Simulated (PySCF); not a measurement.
# CH4FIn (SMILES F[CH2][InH2]): a first try and a second

Aim: ionisation energies of CH4FIn at ADC(2)/ccECP-cc-pVTZ (core potential, root kind ip).

Program for the calculation: PySCF 2.14.0.

3 further runs of the same task are left out: 3 set aside as unsound or not needed.

### 1 The system as given

CH4FIn has 7 atoms, charge 0, and is taken as a singlet. SMILES: `F[CH2][InH2]`. The shape comes from GFN2-xTB, which is rough for such elements, and wasn't checked as a minimum.

Bond lengths: F1–C2 1.398 Å, C2–In3 2.248 Å, C2–H4 1.096 Å, C2–H5 1.094 Å, In3–H6 1.730 Å, In3–H7 1.743 Å. Angles: F1–C2–In3 101.0°, F1–C2–H4 106.7°, F1–C2–H5 106.3°, In3–C2–H4 114.0°, In3–C2–H5 117.5°, C2–In3–H6 120.2°, C2–In3–H7 123.3°, H4–C2–H5 110.1°, H6–In3–H7 116.2°.

### 2 Try one

The input, mol.xyz:

```xyz
7
CH4FIn
F     -1.528890     0.309540    -0.962870
C     -0.665680    -0.672330    -0.468080
In     0.843120     0.589580     0.621250
H     -0.259640    -1.202520    -1.337010
H     -1.282970    -1.349630     0.129880
H      0.328350     1.957020     1.547920
H      2.565710     0.368340     0.468920
```

The input, input.py:

```python
# F[CH2][InH2]
from pyscf import gto, adc

mol = gto.Mole()
mol.atom = 'mol.xyz'
mol.max_memory = 1860
mol.verbose = 3
mol.spin = 0
mol.ecp = {'F': 'ccecp', 'C': 'ccecp', 'In': 'ccecp', 'H': 'ccecp'}
mol.basis = 'ccecp-cc-pvtz'
mol.build()

myscf = mol.RHF()
myscf.init_guess = '1e'
myscf.max_cycle = 12
myscf.kernel()

myadc = adc.ADC(myscf)
myadc.method = 'adc(2)'

myadc.method_type = 'ip'
e, vec, osc, x = myadc.kernel(nroots=3)
myadc.analyze()
roots = e * 27.211386
print('root  energy (eV)  strength')
for i, (w, f) in enumerate(zip(roots, osc), 1):
    print('%3d %10.4f %10.5f' % (i, w, f))
```

Command:

```
$ OMP_NUM_THREADS=1 python input.py
```

The program printed:

```text
SCF not converged.
SCF energy = -33.534279448912
MP2 correlation energy of reference state (a.u.) = -0.52835481
root  energy (eV)  strength
  1     9.0228    1.80951
  2    10.0499    1.75621
  3    12.6374    1.69068
```

Wall time 23 s (1 thread of Arm Neoverse V2, shared host); peak memory 1.4 GiB.

### 3 Diagnosis

No converged result was reached.

The log says `SCF not converged.`. The cause is that the starting guess is poor and few iterations are allowed. The sound input differs in these keys, not all of which need be the cause: starting guess minao in place of 1e; iteration cap at its default in place of 12.

### 4 Try two

The input, start.xyz:

```xyz
7
CH4FIn
F     -1.528890     0.309540    -0.962870
C     -0.665680    -0.672330    -0.468080
In     0.843120     0.589580     0.621250
H     -0.259640    -1.202520    -1.337010
H     -1.282970    -1.349630     0.129880
H      0.328350     1.957020     1.547920
H      2.565710     0.368340     0.468920
```

The input, job.py:

```python
# F[CH2][InH2]
from pyscf import gto, adc

system = gto.Mole()
system.atom = 'start.xyz'
system.max_memory = 1860
system.basis = 'ccecp-cc-pvtz'
system.ecp = 'ccecp'
system.verbose = 4
system.spin = 0
system.build()

mf = system.RHF()
mf.kernel()

myadc = adc.ADC(mf)
myadc.method = 'adc(2)'

myadc.method_type = 'ip'
e, vec, osc, x = myadc.kernel(nroots=3)
myadc.analyze()
roots = e * 27.211386
print('root  energy (eV)  strength')
for i, (w, f) in enumerate(zip(roots, osc), 1):
    print('%3d %10.4f %10.5f' % (i, w, f))
```

Command:

```
$ OMP_NUM_THREADS=1 python job.py
```

The program printed:

```text
PySCF version 2.14.0

[... 59 lines left out ...]
converged SCF energy = -33.6442664851293
[... 20 lines left out ...]
adc(2) root 1  |  Energy (Eh) =   0.3944526636  |  Energy (eV) =  10.73360369  |  Spec. factor = 1.86687314  |  conv = True
[... 9 lines left out ...]
adc(2) | root 0 | Energy (eV) =   9.32513941 | norm(1h)  = 0.9186 | norm(2h1p) = 0.0814
[... 17 lines left out ...]
adc(2) | root 2 | Energy (eV) =  11.65443584 | norm(1h)  = 0.8861 | norm(2h1p) = 0.1139
[... 13 lines left out ...]
adc(2) | root 0 | Energy (eV) =   9.32513941

     HF MO     Spec. Contribution     Orbital symmetry
-----------------------------------------------------------
       9          1.73050513                A

Partial spec. factor sum = 1.73050513
***********************************************************

adc(2) | root 1 | Energy (eV) =  10.73360369

     HF MO     Spec. Contribution     Orbital symmetry
-----------------------------------------------------------
       8          1.85801001                A

Partial spec. factor sum = 1.85801001
***********************************************************

adc(2) | root 2 | Energy (eV) =  11.65443584

     HF MO     Spec. Contribution     Orbital symmetry
-----------------------------------------------------------
       7          1.55797461                A
       3          0.17232862                A

Partial spec. factor sum = 1.73030322
***********************************************************

root  energy (eV)  strength
  1     9.3251    1.79684
  2    10.7336    1.86687
  3    11.6544    1.74531
```

It took 22 s on 1 thread of Arm Neoverse V2, shared host; peak memory 1.4 GiB.

### 5 Summary of results

Level: ADC(2)/ccECP-cc-pVTZ (core potential, root kind ip).

| quantity | value |
| --- | --- |
| dipole moment (Hartree–Fock density) | 1.88 D |
| HOMO energy (Hartree–Fock orbitals) | -10.32 eV |
| LUMO energy (Hartree–Fock orbitals) | 0.48 eV |
| HOMO–LUMO gap (Hartree–Fock orbitals) | 10.80 eV |
| correlation energy | -502.6 mEh |
| first ionisation energy | 9.33 eV |
